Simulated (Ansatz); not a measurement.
# CaZn2Sb2: the cost of one run

Computed with Ansatz 0.2.0 (DFT PBEsol, scalar-relativistic, plane waves, PAW, unless a step's input says otherwise).

**1. Starting point**

Symmetry: P-3m1, No. 164, trigonal system. Conventional cell: a = 4.434 Å, b = 4.434 Å, c = 7.449 Å, α = 90.00°, β = 90.00°, γ = 120.00°. Around Ca (site symmetry -3m) lie 6 Sb at 3.20 Å. Zn (site symmetry 3m) has 4 Sb at 2.69 to 2.79 Å as nearest neighbours. Sb (site symmetry 3m) has 4 Zn at 2.69 to 2.79 Å as nearest neighbours.

As a file:

```
Ca Zn Sb
1.0
     4.43400    0.00000    0.00000
    -2.21700    3.83996    0.00000
     0.00000    0.00000    7.44900
Ca Zn Sb
1 2 2
Direct
  0.00000 0.00000 0.00000
  0.33333 0.66667 0.63100
  0.66667 0.33333 0.36900
  0.33333 0.66667 0.25700
  0.66667 0.33333 0.74300
```

**2. Relaxing cell and atoms: CaZn2Sb2, no spin**

The input, input.yaml:

```yaml
crystal:
  lattice:
    - [4.434, 0.0, 0.0]
    - [-2.217, 3.8399566404, 0.0]
    - [0.0, 0.0, 7.449]
  atoms:
    - { symbol: Ca, position: [0.0, 0.0, 0.0] }
    - { symbol: Zn, position: [0.3333333333, 0.6666666667, 0.631] }
    - { symbol: Zn, position: [0.6666666667, 0.3333333333, 0.369] }
    - { symbol: Sb, position: [0.3333333333, 0.6666666667, 0.257] }
    - { symbol: Sb, position: [0.6666666667, 0.3333333333, 0.743] }
scf:
  occupations: { method: gaussian, width: 0.05 }
output:
  forces: true
  stress: true
  eigenvalues: true
  write_density: true
  write_potential: true
  elf: true
  volumetric_format: npy
kpoints:
  mp_grid: { grid: [12, 12, 6] }
hamiltonian:
  xc: pbesol
relax:
  f_tol: 0.005
  max_steps: 60
  cell: { stress_tol: 0.03 }
```

Run with:

```bash
> ansatz run input.yaml --threads 2 --pin off --max-ram 6144MiB --backend cpu --events-out ev --progress --plain --runs-dir out
```

Q: Estimate wall time and peak memory on 2 threads of Intel Xeon 6975P-C (Granite Rapids), shared host.

About 48 s, with a peak of 0.75 GiB.
